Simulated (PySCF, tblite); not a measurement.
# H5O3PSi, a small molecule taken as a stand-in for a surface group (hydroxylated Si): NMR shifts, core binding energies and electronic excitations, part 1 of 2

Aim: the NMR shifts, core binding energies and electronic excitations of `O[Si](O)(O)P`.

Programs: tblite 0.8.0 and PySCF 2.14.0. All values are calculated, for the isolated system unless a continuum is named. Atoms count from 0, parts from 1.

## 1. The system as given

10 atoms, charge 0, multiplicity 1; geometry: distance geometry start.

## 2. Geometry optimisation with GFN2-xTB

What the job is given:

```
{"job": {"kind": "relax", "xc": "GFN2-xTB", "basis": "xTB"}, "charge": 0, "multiplicity": 1}
O     -1.223631    -0.816051    -1.039713
Si    -0.276245     0.180368    -0.032492
O     -0.689715    -0.202395     1.580513
O     -0.832566     1.782231    -0.231519
P      1.883847    -0.091893    -0.432269
H     -1.566831    -1.612844    -0.528604
H     -1.695191    -0.099434     1.646207
H     -0.160014     2.326903    -0.726302
H      2.563007    -0.113244     0.817029
H      2.044062    -1.398192    -1.035388
```

Method: GFN2-xTB geometry optimisation, gas phase.

Started as:

```sh
$ OMP_NUM_THREADS=1 python cluster_run.py task.json out
```

This one command runs all jobs of the session in turn.

The log of the run:

```text
step      E/eV     max force
  0    -519.47769    2.603
  1    -519.85833    1.647
  2    -520.03095    0.927
  3    -520.10913    1.269
  4    -520.20804    1.006
  5    -520.25883    0.480
  6    -520.27055    0.299
  7    -520.27996    0.326
  8    -520.28672    0.262
  9    -520.29514    0.293
 10    -520.30591    0.362
 11    -520.32062    0.513
 12    -520.33497    0.452
 13    -520.34364    0.257
 14    -520.34866    0.270
 15    -520.35471    0.271
 16    -520.36180    0.340
 17    -520.36733    0.245
 18    -520.37092    0.172
 19    -520.37473    0.239
 20    -520.38072    0.325
 21    -520.39040    0.488
 22    -520.40170    0.497
 23    -520.40939    0.535
 24    -520.41073    0.455
 25    -520.42117    0.302
 26    -520.42552    0.229
 27    -520.43250    0.323
 28    -520.43645    0.120
 29    -520.43942    0.262
 30    -520.44159    0.096
 31    -520.44289    0.107
 32    -520.44584    0.106
 33    -520.44830    0.125
 34    -520.44961    0.065
 35    -520.44984    0.129
 36    -520.45022    0.047
 37    -520.45044    0.049
 38    -520.45112    0.083
 39    -520.45175    0.099
 40    -520.45278    0.098
 41    -520.45341    0.061
 42    -520.45378    0.040
 43    -520.45397    0.045
 44    -520.45412    0.051
 45    -520.45437    0.054
 46    -520.45477    0.047
 47    -520.45519    0.053
 48    -520.45542    0.039
 49    -520.45553    0.034
 50    -520.45562    0.031
 51    -520.45578    0.036
 52    -520.45605    0.062
 53    -520.45640    0.070
 54    -520.45673    0.051
 55    -520.45702    0.042
 56    -520.45732    0.048
 57    -520.45778    0.062
 58    -520.45834    0.064
 59    -520.45852    0.153
 60    -520.45891    0.049
 61    -520.45906    0.051
 62    -520.45920    0.038
 63    -520.45945    0.052
 64    -520.45986    0.073
 65    -520.46047    0.083
 66    -520.46104    0.070
 67    -520.46159    0.097
 68    -520.46185    0.079
 69    -520.46197    0.111
 70    -520.46220    0.026
 71    -520.46227    0.024
 72    -520.46238    0.044
 73    -520.46251    0.041
 74    -520.46287    0.056
 75    -520.46342    0.064
 76    -520.46414    0.048
 77    -520.46455    0.054
 78    -520.46472    0.097
 79    -520.46491    0.046
 80    -520.46516    0.046
 81    -520.46554    0.041
 82    -520.46580    0.048
 83    -520.46602    0.051
 84    -520.46615    0.041
 85    -520.46635    0.039
 86    -520.46655    0.039
 87    -520.46675    0.050
 88    -520.46691    0.048
 89    -520.46709    0.062
 90    -520.46732    0.044
 91    -520.46756    0.038
 92    -520.46770    0.028
 93    -520.46777    0.026
 94    -520.46783    0.025
 95    -520.46793    0.026
 96    -520.46804    0.030
 97    -520.46821    0.033
 98    -520.46844    0.037
 99    -520.46873    0.038
100    -520.46902    0.052
101    -520.46912    0.108
102    -520.46953    0.043
103    -520.46975    0.033
104    -520.46993    0.035
105    -520.47004    0.042
106    -520.47017    0.040
107    -520.47033    0.038
108    -520.47050    0.027
109    -520.47062    0.033
110    -520.47075    0.034
111    -520.47088    0.044
112    -520.47106    0.036
113    -520.47119    0.033
114    -520.47131    0.027
115    -520.47140    0.042
116    -520.47150    0.028
117    -520.47160    0.017
118    -520.47170    0.015
119    -520.47176    0.013
120    -520.47178    0.035
121    -520.47180    0.011
122    -520.47181    0.007
```

Run time: 1.8 s. Hardware: 1 thread of Intel Xeon Platinum 8375C at 2.90GHz, shared host.

Relaxation path:

```tsv
step	energy from step 0 (eV)	largest force (eV/Å)
0	0.0000	2.6033
5	-0.7811	0.4801
10	-0.8282	0.3619
15	-0.8770	0.2706
20	-0.9030	0.3243
25	-0.9435	0.3020
30	-0.9639	0.0958
35	-0.9721	0.1293
40	-0.9751	0.0978
45	-0.9767	0.0535
50	-0.9779	0.0318
55	-0.9793	0.0426
60	-0.9812	0.0497
65	-0.9828	0.0831
70	-0.9845	0.0250
75	-0.9857	0.0640
80	-0.9875	0.0461
85	-0.9887	0.0395
90	-0.9896	0.0446
95	-0.9902	0.0260
100	-0.9913	0.0520
105	-0.9923	0.0421
110	-0.9931	0.0344
115	-0.9937	0.0418
120	-0.9941	0.0349
122	-0.9941	0.0067
```

Distances of close pairs at the start and the end, largest changes first:

```tsv
bond	before (Å)	after (Å)	change (Å)
Si1–O2	1.709	1.623	-0.085
Si1–O3	1.707	1.624	-0.084
O0–Si1	1.704	1.634	-0.071
P4–H9	1.448	1.382	-0.065
O2–H6	1.013	0.955	-0.058
O0–H5	1.007	0.952	-0.055
O3–H7	0.997	0.953	-0.044
P4–H8	1.422	1.381	-0.042
```

## 3. Geometry optimisation at PBE0-D3(BJ)/def2-SVP

What the job is given:

```
{"job": {"xc": "PBE0", "basis": "def2-SVP", "d3": "d3bj", "grid": 2, "kind": "geom", "shake": 0.01}, "charge": 0, "multiplicity": 1}
O     -1.302165    -0.510855    -1.133851
Si    -0.300183     0.126269    -0.029990
O     -0.597048    -0.409700     1.468739
O     -0.551124     1.730606    -0.023176
P      1.808516    -0.375025    -0.613166
H     -1.317814    -1.411409    -1.341088
H     -1.248432     0.008476     2.000681
H     -0.632716     2.192761    -0.857026
H      2.378684     0.238574     0.521322
H      1.803834    -1.615279     0.009028
```

The log of the run:

```text
step   0  E = -858.80471001  max force = 0.040818
step   1  E = -858.80991792  max force = 0.004669
step   2  E = -858.81010058  max force = 0.001017
step   3  E = -858.81018476  max force = 0.001260
step   4  E = -858.81027572  max force = 0.001662
step   5  E = -858.81034402  max force = 0.001104
step   6  E = -858.81039569  max force = 0.001028
step   7  E = -858.81042121  max force = 0.000639
step   8  E = -858.81043098  max force = 0.000357
optimisation converged
```

It took 60 s on 1 thread of Intel Xeon Platinum 8375C at 2.90GHz, shared host; peak memory 0.53 GiB.

Step by step:

```tsv
step	energy from step 0 (eV)	largest force component (eV/Å)
0	0.0000	2.0989
1	-0.1417	0.2401
2	-0.1467	0.0523
3	-0.1490	0.0648
4	-0.1515	0.0855
5	-0.1533	0.0568
6	-0.1547	0.0529
7	-0.1554	0.0329
8	-0.1557	0.0184
```

Distances of close pairs at the start and the end, largest changes first:

```tsv
bond	before (Å)	after (Å)	change (Å)
P4–H9	1.388	1.431	+0.044
O0–Si1	1.621	1.661	+0.039
O0–H5	0.924	0.961	+0.037
Si1–O2	1.619	1.653	+0.034
Si1–O3	1.624	1.653	+0.029
O2–H6	0.939	0.964	+0.025
P4–H8	1.410	1.428	+0.018
O3–H7	0.957	0.962	+0.005
```

The end geometry stands in the next job.

```tsv
at the end point	value
point group (found at 0.08 Å tolerance)	C1
rotational constants (GHz, main isotopes)	3.835, 2.183, 2.121
dipole moment (D)	1.70
```

## 4. Nuclear shieldings: PBE0/pcSseg-2

What the job is given:

```
{"job": {"kind": "nmr", "xc": "PBE0", "basis": "pcSseg-2"}, "charge": 0, "multiplicity": 1}
O     -1.323766    -0.465592    -1.115600
Si    -0.254217     0.185146    -0.024770
O     -0.498797    -0.333770     1.525334
O     -0.546191     1.811392    -0.066740
P      1.855652    -0.325019    -0.609775
H     -1.272863    -1.411262    -1.280219
H     -1.280119     0.030440     1.956525
H     -0.874443     2.150624    -0.904957
H      2.371249     0.039506     0.671220
H      1.698505    -1.699661    -0.243239
```

Level: GIAO PBE0/pcSseg-2 NMR shielding, non-relativistic, gas phase.

The log of the run:

```text
coarse grid: 9608 points
cycle   1  E = -859.1101278609  dE =  5.519e-01  |g| = 1.159e+00  |ddm| = 2.350e+00
cycle   2  E = -858.7994538042  dE =  3.107e-01  |g| = 1.740e+00  |ddm| = 1.442e+00
cycle   3  E = -859.3395853544  dE = -5.401e-01  |g| = 7.945e-02  |ddm| = 9.672e-01
cycle   4  E = -859.3408596687  dE = -1.274e-03  |g| = 3.173e-02  |ddm| = 9.717e-02
cycle   5  E = -859.3410760501  dE = -2.164e-04  |g| = 9.930e-03  |ddm| = 3.323e-02
cycle   6  E = -859.3410885635  dE = -1.251e-05  |g| = 4.315e-03  |ddm| = 5.965e-03
cycle   7  E = -859.3410917144  dE = -3.151e-06  |g| = 5.123e-04  |ddm| = 2.590e-03
final grid: 84336 points
cycle   8  E = -859.3378104614  dE = -6.165e-05  |g| = 5.435e-03  |ddm| = 1.843e-02
cycle   9  E = -859.3378068081  dE =  3.653e-06  |g| = 7.070e-03  |ddm| = 5.889e-03
cycle  10  E = -859.3378148513  dE = -8.043e-06  |g| = 6.067e-04  |ddm| = 3.312e-03
cycle  11  E = -859.3378149126  dE = -6.125e-08  |g| = 2.202e-04  |ddm| = 6.428e-04
cycle  12  E = -859.3378149235  dE = -1.097e-08  |g| = 3.355e-05  |ddm| = 2.425e-04
cycle  13  E = -859.3378149237  dE = -2.033e-10  |g| = 1.678e-05  |ddm| = 3.935e-05
converged SCF energy = -859.3378149237

GIAO shielding tensors (ppm)
atom      isotropic    diamagn.    paramagn.     s11        s22        s33       span
  0 O      242.932     387.549    -144.617    205.339    227.916    295.541     90.201
  1 Si     364.453     875.947    -511.494    336.564    372.838    383.957     47.393
  2 O      249.743     387.933    -138.190    207.686    228.389    313.154    105.468
  3 O      264.236     386.254    -122.019    237.331    242.570    312.807     75.476
  4 P      596.113     966.788    -370.675    552.858    597.824    637.657     84.798
  5 H       29.384      32.227      -2.842     22.422     24.604     41.127     18.705
  6 H       29.197      31.298      -2.100     21.676     23.383     42.534     20.858
  7 H       29.374      31.161      -1.787     21.877     24.120     42.125     20.247
  8 H       29.381      29.462      -0.081     24.628     26.875     36.639     12.011
  9 H       29.641      30.144      -0.504     25.204     27.224     36.494     11.291
```

Run time: 47 s. Hardware: 1 thread of Intel Xeon Platinum 8375C at 2.90GHz, shared host; peak memory 0.95 GiB.

The references, computed at this level on geometries of the same kind, shield at (ppm): ¹H TMS 31.25, ²⁹Si TMS 341.3, ¹⁷O H2O 328.2, ³¹P H3PO4 296.6. Their shielding less the atom's gives the shift. The references are single molecules in the gas phase, so shifts against H2O, NH3, PH3, H3PO4 or CFCl3 are not on the usual liquid scales and can be off by tens of ppm.

```tsv
atoms	environment	σ (ppm)	δ (ppm)
H6	hydrogen on an oxygen bonded to Si	29.20	2.05
H7	hydrogen on an oxygen bonded to Si	29.37	1.87
H8	hydrogen on a phosphorus bonded to Si	29.38	1.86
H5	hydrogen on an oxygen bonded to Si	29.38	1.86
H9	hydrogen on a phosphorus bonded to Si	29.64	1.60
O0	oxygen bonded to Si, H	242.9	85.2
O2	oxygen bonded to Si, H	249.7	78.4
O3	oxygen bonded to Si, H	264.2	63.9
Si1	silicon bonded to 3 O, P	364.5	-23.2
P4	phosphorus bonded to Si, 2 H	596.1	-299.5
```

The run also stored atomic charges by several schemes (e):

```tsv
atoms	Mulliken	IAO	Hirshfeld	ESP fit
O0	-0.53	-0.82	-0.32	-0.76
Si1	0.97	1.45	0.47	1.04
O2	-0.51	-0.81	-0.32	-0.81
O3	-0.53	-0.82	-0.32	-0.70
P4	-0.07	-0.16	-0.03	-0.39
```

Mayer bond orders: O0–Si1 1.00, Si1–O2 1.03, Si1–O3 1.03, Si1–P4 1.04.

Orbitals, density, ELF and potential are computed afterwards from the orbital file.

Frontier orbitals at PBE0/pcSseg-2, with the share of their density that lies nearest to each atom:

```tsv
orbital	energy (eV)	lies on
HOMO	-7.66	P4 64 %; Si1 10 %; H8, H9 about 8 % each
LUMO	-0.10	H5 27 %; H6, H7, H9 about 12 % each; O0 9 %
```

ELF in a plane through or near 5 of the atoms.

Ten even steps from ' ' (0.00) to '@' (1.00):
```
                                                        
                                                        
                                                        
                                                        
            ..::::..                                    
          --%%%%%%##..          ::------..              
        ==%%@@@@@@@@++..      ..==**##**==::            
        ==%%@@@@@@@@++::..  ..::++##%%##++--            
        ..--##%%@@%%++**++..  ..++####**==::            
          ..========**%%++..%%##..====--..              
        --**@@@@@@##**%%++  ##++  ::                    
      ..**@@@@@@@@%%==++==::--++%%##++--                
        **%%@@@@@@%%::    ::**##--##%%##==..            
        ::++%%%%##==      --##%%**%%%%##==::            
              ..        ..**@@@@%%**==--..              
                        ..==%%%%++::..                  
                            ....                        
                                                        
                                                        
                                                        
```
The map spans 9.8 Å across and 9.6 Å up, centred on the molecule. Atoms in the plane (x, y in Å): O0 (1.0, -1.4), Si1 (0.3, 0.0), H5 (0.5, -2.2), H8 (-2.1, 1.3), H9 (-2.3, -0.8).

On the surface of density 0.002 e/bohr³ the electrostatic potential runs, from the 1st to the 99th percentile, from -1.25 V near O2 to 2.62 V near H5.

(Continued in part 2 of 2.)
